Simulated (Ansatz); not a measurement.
# SiAsH (quintet): from Hartree-Fock to the top rungs, cc-pVTZ

One table from this session's results is given with a row withheld; the runs are named, their logs left out.

Computed with Ansatz 0.2.0, Gaussian basis. Level: cc-pVTZ, core rule «outside noble gas», up to 19 orbitals frozen.

The runs, in order: UHF; CCSD(T) on ROHF; CCSD(T) on UHF; BCCD(T) on ROHF; CCSDT(Q) on ROHF; CCSDT(Q) on UHF; CASSCF and MRCISD+Q, 10 electrons in 9 orbitals; CASSCF and NEVPT2, 10 electrons in 9 orbitals.

6 further runs of the same task are left out: 6 set aside as unsound or not needed. Runs told in other sessions of the task aren't counted.

## The system

The geometry is a PBE0/def2-TZVP stationary point (not a proven minimum) of the parent state, kept for this charge and spin. No spin-orbit coupling is included. The filled d shell of As may be among the frozen orbitals whatever the setting's name suggests.

3 atoms, charge 0, spin multiplicity 5.

Atoms are counted from 1 here; the program's logs count them from 0.

Bond lengths: Si1–As2 2.196 Å, Si1–H3 1.512 Å. Angles: As2–Si1–H3 116.7°.

Set-up of the first run:

in.yaml

```yaml
crystal:
  periodic: [false, false, false]
  atoms:
    - {symbol: Si, position_ang: [0.000000, -0.104364, 1.571806]}
    - {symbol: As, position_ang: [0.000000, 0.022917, -0.620554]}
    - {symbol: H, position_ang: [0.000000, 1.204585, 2.329445]}
basis:
  gaussian: {orbitals: cc-pVTZ}
magnetization: {spin_polarized: true, initial_magnetization: 4}
hamiltonian: {xc: hf}
output: {orbitals: {seedname: orbitals}}
```

Launch:

```bash
> ansatz run in.yaml --threads 1 --pin off --events-out ev --progress --plain --max-ram 4096MiB --backend cpu
```

Steps of the session up to this table: UHF; CCSD(T) on ROHF; CCSD(T) on UHF; BCCD(T) on ROHF; CCSDT(Q) on ROHF; CCSDT(Q) on UHF; CASSCF and MRCISD+Q, 10 electrons in 9 orbitals; CASSCF and NEVPT2, 10 electrons in 9 orbitals.

One of the session's tables, all rows but one given; the rest of the session is left out.

| method | from UCCSDT(Q) (kcal/mol) |
| --- | --- |
| ROHF | +133.56 |
| UHF | +129.38 |
| RMP2 | +26.28 |
| UMP2 | ? |
| RCCSD | +6.68 |
| UCCSD | +6.31 |
| RCCSD(T) | +1.42 |
| UCCSD(T) | +1.17 |
| BCCD(T) | +1.41 |
| RCCSDT | +0.52 |
| UCCSDT | +0.23 |
| RCCSDT(Q) | +0.29 |
| UCCSDT(Q) | 0 |
| CASSCF valence | +113.22 |
| NEVPT2 valence | +29.15 |
| MRCISD valence | +12.17 |
| MRCISD+Q valence | +2.71 |

Q: Estimate the row for UMP2 from the others.

**Answer.** from UCCSDT(Q) (kcal/mol): +27.04. In the column «from UCCSDT(Q) (kcal/mol)» it lies between RMP2 (+26.28) and NEVPT2 valence (+29.15).

Limits of these values: Restricted and unrestricted rows rest on different reference determinants; a gap between their highest levels can come from leftover correlation error, from unlike frozen cores or from another state.
